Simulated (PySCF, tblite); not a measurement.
# C₃H₈F₂SeSi: geometry, infrared bands and NMR shifts

Wanted: the infrared bands and NMR shifts of C₃H₈F₂SeSi (`FC(F)CC[SiH2][SeH]`), by calculation.

Programs: tblite 0.8.0 and PySCF 2.14.0, with density-fitted response routines of our own. Each step states its level of theory. These are calculated values for one molecule in the gas phase, unless marked as measured. Atoms count from 0, in the outputs and in this text.

### Step 1. The starting structure

15 atoms, charge 0, multiplicity 1; geometry from: force field or distance geometry start.

Bonds of the start (Å): F0–C1 1.38, C1–F2 1.38, C1–C3 1.53, C3–C4 1.52, C4–Si5 1.87, Si5–Se6 2.28, C1–H7 1.09, C3–H8 1.12, C3–H9 1.12, C4–H10 1.12, C4–H11 1.11, Si5–H12 1.46, Si5–H13 1.47, Se6–H14 1.54.

### Step 2. Optimising the geometry with GFN2-xTB

Job settings and geometry (Å):

```
{"job": {"kind": "relax", "xc": "GFN2-xTB", "basis": "xTB"}, "charge": 0, "multiplicity": 1}
F     -2.740900     1.640100     0.707500
C     -1.777400     1.301400    -0.216800
F     -1.050500     2.427400    -0.550400
C     -0.841800     0.262100     0.401900
C      0.210300    -0.221700    -0.587700
Si     1.321100    -1.522800     0.160700
Se     2.511200    -0.615300     1.887000
H     -2.258200     0.887400    -1.108700
H     -0.336300     0.695500     1.300000
H     -1.453800    -0.614700     0.751000
H     -0.288400    -0.664600    -1.486100
H      0.839500     0.629800    -0.920500
H      2.257000    -2.009700    -0.849400
H      0.515400    -2.643700     0.652500
H      3.088300     0.456800     0.952100
```

On the command line:

```bash
> OMP_NUM_THREADS=1 python probes_run.py task.json out
```

One launch serves the whole session: the jobs run in the order shown.

Output:

```text
step      E/eV     max force
  0    -677.33134    1.146
  1    -677.44722    0.854
  2    -677.50671    0.534
  3    -677.51812    0.315
  4    -677.52394    0.175
  5    -677.52779    0.172
  6    -677.53268    0.265
  7    -677.53584    0.212
  8    -677.53830    0.117
  9    -677.54051    0.162
 10    -677.54274    0.169
 11    -677.54451    0.118
 12    -677.54571    0.084
 13    -677.54653    0.069
 14    -677.54717    0.080
 15    -677.54770    0.059
 16    -677.54818    0.065
 17    -677.54871    0.074
 18    -677.54934    0.065
 19    -677.54995    0.071
 20    -677.55043    0.053
 21    -677.55079    0.054
 22    -677.55110    0.053
 23    -677.55140    0.050
 24    -677.55168    0.038
 25    -677.55191    0.032
 26    -677.55209    0.038
 27    -677.55223    0.034
 28    -677.55234    0.023
 29    -677.55243    0.022
 30    -677.55253    0.035
 31    -677.55264    0.045
 32    -677.55277    0.042
 33    -677.55289    0.030
 34    -677.55299    0.030
 35    -677.55307    0.032
 36    -677.55316    0.041
 37    -677.55327    0.042
 38    -677.55342    0.035
 39    -677.55358    0.039
 40    -677.55373    0.037
 41    -677.55387    0.038
 42    -677.55400    0.034
 43    -677.55412    0.032
 44    -677.55423    0.035
 45    -677.55436    0.039
 46    -677.55455    0.047
 47    -677.55481    0.048
 48    -677.55517    0.048
 49    -677.55558    0.043
 50    -677.55599    0.057
 51    -677.55636    0.064
 52    -677.55665    0.046
 53    -677.55684    0.035
 54    -677.55699    0.031
 55    -677.55713    0.033
 56    -677.55727    0.031
 57    -677.55736    0.029
 58    -677.55741    0.032
 59    -677.55750    0.025
 60    -677.55764    0.032
 61    -677.55786    0.034
 62    -677.55804    0.026
 63    -677.55818    0.025
 64    -677.55827    0.027
 65    -677.55838    0.030
 66    -677.55851    0.028
 67    -677.55863    0.026
 68    -677.55874    0.025
 69    -677.55887    0.027
 70    -677.55902    0.031
 71    -677.55916    0.028
 72    -677.55929    0.030
 73    -677.55941    0.029
 74    -677.55956    0.031
 75    -677.55969    0.039
 76    -677.55979    0.019
 77    -677.55984    0.014
 78    -677.55987    0.013
 79    -677.55991    0.019
 80    -677.55997    0.023
 81    -677.56003    0.016
 82    -677.56006    0.014
 83    -677.56008    0.013
 84    -677.56011    0.015
 85    -677.56015    0.018
 86    -677.56020    0.017
 87    -677.56025    0.016
 88    -677.56028    0.016
 89    -677.56030    0.015
 90    -677.56033    0.015
 91    -677.56037    0.016
 92    -677.56040    0.014
 93    -677.56043    0.015
 94    -677.56047    0.015
 95    -677.56051    0.015
 96    -677.56056    0.013
 97    -677.56059    0.014
 98    -677.56061    0.013
 99    -677.56063    0.010
100    -677.56064    0.006
```

It took 1.1 s on 1 thread of Arm Neoverse N1, shared host; peak memory 0.18 GiB.

Relaxation path: (not every step is listed)

```csv
step,energy from step 0 (eV),largest force (eV/Å)
0,0.0000,1.1462
1,-0.1159,0.8541
2,-0.1754,0.5340
3,-0.1868,0.3147
4,-0.1926,0.1754
5,-0.1965,0.1724
6,-0.2013,0.2647
7,-0.2045,0.2123
8,-0.2070,0.1175
16,-0.2168,0.0647
24,-0.2203,0.0384
32,-0.2214,0.0418
40,-0.2224,0.0368
48,-0.2238,0.0477
56,-0.2259,0.0314
64,-0.2269,0.0273
72,-0.2280,0.0303
80,-0.2286,0.0228
88,-0.2289,0.0157
95,-0.2292,0.0145
96,-0.2292,0.0134
97,-0.2293,0.0142
98,-0.2293,0.0130
99,-0.2293,0.0100
100,-0.2293,0.0065
```

Close pairs (by a distance rule), those that changed most:

```csv
bond,before (Å),after (Å),change (Å)
Se6–H14,1.535,1.436,-0.099
C4–Si5,1.867,1.907,+0.040
C3–H9,1.125,1.091,-0.034
C4–H10,1.119,1.090,-0.029
C3–H8,1.118,1.093,-0.025
C1–F2,1.381,1.357,-0.024
F0–C1,1.377,1.355,-0.022
C4–H11,1.110,1.092,-0.018
```

The next job starts from the end point, and lists it.

### Step 3. Vibrational analysis with GFN2-xTB

Job settings and geometry (Å):

```
{"job": {"kind": "ir", "xc": "GFN2-xTB", "basis": "xTB"}, "charge": 0, "multiplicity": 1}
F     -2.590329     1.757591     0.725532
C     -1.677702     1.326381    -0.178951
F     -0.928359     2.410395    -0.503730
C     -0.807181     0.226370     0.405168
C      0.159024    -0.319454    -0.638607
Si     1.383054    -1.590862     0.083532
Se     2.536564    -0.617287     1.800257
H     -2.224117     1.020274    -1.085076
H     -0.262113     0.648850     1.253740
H     -1.465433    -0.559864     0.777379
H     -0.405689    -0.784842    -1.446492
H      0.712172     0.512059    -1.079888
H      2.318438    -2.012286    -0.957475
H      0.681852    -2.713515     0.698316
H      2.565406     0.704179     1.239486
```

Output:

```text
mode    cm-1     km/mol
  1      30.3      0.95
  2      42.4      0.99
  3      92.3     15.95
  4     107.8      5.93
  5     120.3      2.02
  6     168.8      2.73
  7     254.8     10.59
  8     355.9     26.20
  9     383.7     18.33
 10     445.1     20.51
 11     470.6     42.01
 12     528.5     15.62
 13     545.3      8.34
 14     593.0     93.48
 15     674.2    142.16
 16     735.6     71.50
 17     754.9    314.61
 18     773.3    170.51
 19     881.3     74.37
 20     983.9      7.46
 21    1030.5    124.75
 22    1082.1     39.80
 23    1106.4     86.86
 24    1148.6     48.84
 25    1217.8     21.26
 26    1254.1      0.87
 27    1275.9     23.54
 28    1290.5     34.03
 29    1344.3     20.24
 30    1459.3      1.08
 31    1474.5      4.47
 32    2083.7    321.22
 33    2273.0    257.45
 34    2294.8    233.79
 35    2885.1     33.14
 36    2971.5      2.84
 37    2976.8     39.60
 38    2995.2     26.99
 39    3001.0     17.45
```

Run time: 0.81 s. Hardware: 1 thread of Arm Neoverse N1, shared host; peak memory 0.18 GiB.

Which atoms move in the most intense modes:

```
cm⁻¹  km/mol                         atoms
 593    93.5            H12 50 %, H14 40 %
 674   142.2  H13 36 %, H12 23 %, H14 17 %
 755   314.6            H13 35 %, H12 33 %
 773   170.5             C4 40 %, Si5 30 %
1030   124.8              C1 57 %, F0 24 %
2084   321.2                      H14 99 %
2273   257.4                      H12 97 %
2295   233.8                      H13 97 %
```

### Step 4. NMR shieldings: PBE0/pcSseg-1

Settings changed since step 3:

```diff
@@ -1,2 +1,2 @@
-{"job": {"kind": "ir", "xc": "GFN2-xTB", "basis": "xTB"}, "charge": 0, "multiplicity": 1}
+{"job": {"kind": "nmr", "xc": "PBE0", "basis": "pcSseg-1"}, "charge": 0, "multiplicity": 1}
 F     -2.590329     1.757591     0.725532
```

Method: GIAO PBE0/pcSseg-1 NMR shielding, non-relativistic, gas phase.

Output:

```text
coarse grid: 59664 points
cycle   1  E = -3008.7704729778  dE = -3.491e-01  |g| = 9.405e-01  |ddm| = 3.462e+00
cycle   2  E = -3008.7181533621  dE =  5.232e-02  |g| = 1.002e+00  |ddm| = 9.693e-01
cycle   3  E = -3008.8606383287  dE = -1.425e-01  |g| = 1.840e-01  |ddm| = 6.136e-01
cycle   4  E = -3008.8651742382  dE = -4.536e-03  |g| = 3.899e-02  |ddm| = 1.071e-01
cycle   5  E = -3008.8653993798  dE = -2.251e-04  |g| = 1.049e-02  |ddm| = 3.453e-02
cycle   6  E = -3008.8654259800  dE = -2.660e-05  |g| = 1.789e-03  |ddm| = 1.026e-02
cycle   7  E = -3008.8654266570  dE = -6.771e-07  |g| = 5.924e-04  |ddm| = 2.330e-03
final grid: 124808 points
cycle   8  E = -3008.8653888971  dE = -2.862e-08  |g| = 6.740e-04  |ddm| = 2.045e-03
cycle   9  E = -3008.8653888365  dE =  6.065e-08  |g| = 8.344e-04  |ddm| = 1.568e-03
cycle  10  E = -3008.8653890231  dE = -1.867e-07  |g| = 6.034e-05  |ddm| = 8.713e-04
cycle  11  E = -3008.8653890239  dE = -7.640e-10  |g| = 7.598e-06  |ddm| = 5.789e-05
converged SCF energy = -3008.8653890239

GIAO shielding tensors (ppm)
atom      isotropic    diamagn.    paramagn.     s11        s22        s33       span
  0 F      303.216     469.195    -165.979    203.694    333.616    372.339    168.644
  1 C       61.996     239.959    -177.962     42.546     67.434     76.009     33.463
  2 F      315.959     473.751    -157.792    229.056    339.633    379.189    150.133
  3 C      153.103     251.220     -98.117    135.892    150.656    172.762     36.870
  4 C      175.157     254.483     -79.326    168.775    177.558    179.138     10.363
  5 Si     375.388     878.591    -503.203    325.378    385.072    415.713     90.335
  6 Se    2289.766    3001.448    -711.682   2002.817   2125.747   2740.733    737.916
  7 H       25.713      28.193      -2.479     23.159     24.919     29.063      5.904
  8 H       29.332      32.181      -2.849     23.425     30.553     34.016     10.591
  9 H       30.107      31.612      -1.505     25.221     29.895     35.205      9.984
 10 H       30.905      32.094      -1.189     25.701     29.024     37.988     12.287
 11 H       30.834      32.850      -2.017     26.578     30.211     35.711      9.133
 12 H       26.517      27.716      -1.199     21.433     24.901     33.217     11.785
 13 H       26.954      28.149      -1.195     23.182     24.642     33.037      9.855
 14 H       31.995      31.726       0.269     21.677     27.238     47.069     25.392
```

Wall time 50 s (1 thread of Arm Neoverse N1, shared host); peak memory 0.78 GiB.

Shifts follow as δ = σ(reference) − σ, with reference shieldings (ppm) from runs at the same level and on the same kind of geometry: ¹H TMS 31.72, ¹³C TMS 186.9, ²⁹Si TMS 349.2, ¹⁹F CFCl3 170.9, ⁷⁷Se Me2Se 1758. The references are single molecules in the gas phase, so shifts against H2O, NH3, PH3, H3PO4 or CFCl3 are not on the usual liquid scales and can be off by tens of ppm. Atoms listed in one row are averaged.

| atoms | environment | σ (ppm) | δ (ppm) |
| --- | --- | --- | --- |
| C1 | sp3 CH bonded to 2 F | 62.0 | 124.9 |
| C3 | sp3 CH2 | 153.1 | 33.8 |
| C4 | sp3 CH2 bonded to Si | 175.2 | 11.8 |
| H7 | hydrogen on an sp3 CH bonded to 2 F | 25.71 | 6.00 |
| H12, H13 | hydrogen on a silicon bonded to C, Se | 26.74 | 4.98 |
| H8, H9 | hydrogen on an sp3 CH2 | 29.72 | 2.00 |
| H10, H11 | hydrogen on an sp3 CH2 bonded to Si | 30.87 | 0.85 |
| H14 | hydrogen on a selenium bonded to Si | 31.99 | -0.28 |
| F0, F2 | fluorine of a CF2 group | 309.6 | -138.6 |
| Si5 | silicon bonded to C, Se, 2 H | 375.4 | -26.2 |
| Se6 | selenium bonded to Si, H | 2290 | -531 |

Charges from the same density, by scheme (e):

| atoms | Mulliken | IAO | Hirshfeld | ESP fit |
| --- | --- | --- | --- | --- |
| F0, F2 | -0.31 | -0.31 | -0.11 | -0.26 |
| C1 | 0.53 | 0.45 | 0.15 | 0.53 |
| C3 | -0.29 | -0.29 | -0.09 | -0.06 |
| C4 | -0.58 | -0.54 | -0.16 | -0.37 |
| Si5 | 0.68 | 0.65 | 0.31 | 0.36 |
| Se6 | -0.43 | -0.24 | -0.09 | -0.31 |

Mayer bond orders: F0–C1 0.96, C1–F2 0.95, C1–C3 1.03, C3–C4 1.02, C4–Si5 0.91, Si5–Se6 0.96.

### Step 5. Outcome

```
                                                                 quantity                              value
                                strongest single infrared mode (GFN2-xTB)              2084 cm⁻¹, 321 km/mol
                                             zero-point energy (GFN2-xTB)                      63.1 kcal/mol
                                   ¹³C shifts against TMS (PBE0/pcSseg-1)              124.9, 33.8, 11.8 ppm
   ¹H shifts against TMS (PBE0/pcSseg-1, means over atoms taken as alike)  6.00, 4.98, 2.00, 0.85, -0.28 ppm
¹⁹F shifts against CFCl3 (PBE0/pcSseg-1, means over atoms taken as alike)                         -138.6 ppm
                                  ²⁹Si shifts against TMS (PBE0/pcSseg-1)                          -26.2 ppm
                                ⁷⁷Se shifts against Me2Se (PBE0/pcSseg-1)                           -531 ppm
```

Relaxing lowered the energy by 0.229 eV in 100 steps; the close pair that moved most is Se6–H14, from 1.535 to 1.436 Å. No mode is imaginary among the 39: a minimum at this level. The strongest single mode, at 2084 cm⁻¹, moves mainly H14. Unscaled tight-binding wavenumbers are off by several per cent, some by more. Its intensities can rank the bands wrongly. H7 (hydrogen on an sp3 CH bonded to 2 F) lies farthest downfield among hydrogen, at 6.00 ppm; its carbon carries F, hence the downfield position. At PBE0/pcSseg-1: Shielding is most anisotropic at Se6 (span 738 ppm, paramagnetic term -712 ppm). Spin-orbit coupling is left out, which matters for shieldings and couplings at and beside the heavy atoms.
